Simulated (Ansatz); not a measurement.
**CH9AsBGaSi: one species, many methods**

The task here is to estimate one member of a computed series from the others.

The runs use Ansatz 0.2.0, Gaussian basis; functionals in def2-TZVPP, the program's frozen cores in correlated methods.

The runs, in order: LDA (SPW92), PBE-D4, revPBE-D4, BLYP-D4, r2SCAN-D4, B97M-V, PBE0-D4, B3LYP-D4, r2SCANh-D4, r2SCAN0-D4, HSE06-D4, BHLYP-D4, CAM-B3LYP-D4, LC-ωPBE, ωB97X-V, ωB97M-V, B2PLYP, PBE-QIDH; CCSD(T)/def2-SVP; CCSD(T)/def2-TZVPP; MP2/def2-QZVPP; extrapolation to the limit; RPA on PBE.

## The geometry

The geometry comes from an earlier relaxation with PBE0-D4 in a triple-zeta def2 set; it is a stationary point, not always the lowest conformer.

14 atoms, charge 0, spin multiplicity 1.

Atoms are counted from 1 here; the program's logs count them from 0.

Bond lengths: C1–Si2 1.865 Å, C1–H6 1.094 Å, C1–H7 1.092 Å, C1–H8 1.091 Å, Si2–Ga3 2.709 Å, Si2–B4 1.865 Å, Si2–H9 1.488 Å, Ga3–B4 2.222 Å, Ga3–As5 2.838 Å, Ga3–H10 1.570 Å, Ga3–H11 1.564 Å, B4–As5 2.051 Å, B4–H12 1.194 Å, As5–H13 1.522 Å, As5–H14 1.548 Å. Angles: Si2–C1–H6 109.6°, Si2–C1–H7 111.2°, Si2–C1–H8 111.1°, H6–C1–H7 107.8°, H6–C1–H8 108.4°, H7–C1–H8 108.7°, C1–Si2–Ga3 101.4°, C1–Si2–B4 127.4°, C1–Si2–H9 111.0°, Ga3–Si2–B4 54.4°, Ga3–Si2–H9 116.9°, B4–Si2–H9 121.6°, Si2–Ga3–B4 43.0°, Si2–Ga3–As5 76.6°, Si2–Ga3–H10 96.8°, Si2–Ga3–H11 135.8°, B4–Ga3–As5 45.9°, B4–Ga3–H10 126.9° and more.

Set-up of the first run:

Contents of in.yaml:

```yaml
crystal:
  periodic: [false, false, false]
  atoms:
    - {symbol: C, position_ang: [-0.954058, 1.440570, 1.273917]}
    - {symbol: Si, position_ang: [-0.734418, -0.405885, 1.126530]}
    - {symbol: Ga, position_ang: [1.563988, -0.557245, -0.298510]}
    - {symbol: B, position_ang: [-0.489223, -1.396930, -0.433907]}
    - {symbol: As, position_ang: [-0.448203, -0.544504, -2.299437]}
    - {symbol: H, position_ang: [-1.974218, 1.664344, 1.599568]}
    - {symbol: H, position_ang: [-0.267716, 1.861959, 2.011179]}
    - {symbol: H, position_ang: [-0.783450, 1.933274, 0.315597]}
    - {symbol: H, position_ang: [-0.739923, -1.051939, 2.467463]}
    - {symbol: H, position_ang: [1.957722, 0.958153, -0.179466]}
    - {symbol: H, position_ang: [2.602899, -1.676511, -0.634106]}
    - {symbol: H, position_ang: [-0.385778, -2.585810, -0.407854]}
    - {symbol: H, position_ang: [-0.418282, 0.934574, -1.942046]}
    - {symbol: H, position_ang: [1.070648, -0.574051, -2.598930]}
basis:
  gaussian: {orbitals: def2-TZVPP}
hamiltonian: {xc: lda}
output: {orbitals: {seedname: orbitals}}
```

Launch:

```console
$ ansatz run in.yaml --threads 2 --pin off --events-out ev --progress --plain --max-ram 32768MiB --backend cuda --devices 0, --max-vram 18GiB
```

Among the steps run: LDA; PBE-D4 (GGA); revPBE-D4 (GGA); BLYP-D4 (GGA); r2SCAN-D4 (meta-GGA); B97M-V (meta-GGA); B3LYP-D4 (hybrid); r2SCANh-D4 (hybrid); r2SCAN0-D4 (hybrid); HSE06-D4 (hybrid); BHLYP-D4 (hybrid); CAM-B3LYP-D4 (range-separated); LC-ωPBE (range-separated); ωB97X-V (range-separated); ωB97M-V (range-separated); B2PLYP (double hybrid); PBE-QIDH (double hybrid).

One of the session's tables, all rows but one given; the rest of the session is left out.

```
  functional  HOMO (eV)  LUMO (eV)  gap (eV)
 LDA (SPW92)      -5.89      -2.62      3.27
      PBE-D4      -5.75      -2.43      3.33
   revPBE-D4      -5.70      -2.35      3.35
     BLYP-D4      -5.57      -2.26      3.31
   r2SCAN-D4      -5.94      -2.29      3.64
      B97M-V          ?          ?         ?
     PBE0-D4      -6.62      -1.70      4.92
    B3LYP-D4      -6.42      -1.84      4.58
  r2SCANh-D4      -6.26      -2.03      4.23
  r2SCAN0-D4      -6.75      -1.63      5.11
    HSE06-D4      -6.24      -2.06      4.18
    BHLYP-D4      -7.32      -0.83      6.49
CAM-B3LYP-D4      -7.71      -0.70      7.00
     LC-ωPBE      -8.90       0.24      9.14
     ωB97X-V      -8.63       0.19      8.82
     ωB97M-V      -8.49       0.04      8.53
```

Estimate the missing values for B97M-V.

**Answer.** HOMO (eV): -5.97; LUMO (eV): -2.33; gap (eV): 3.64. In the column «HOMO (eV)» it lies between HSE06-D4 (-6.24) and r2SCAN-D4 (-5.94).
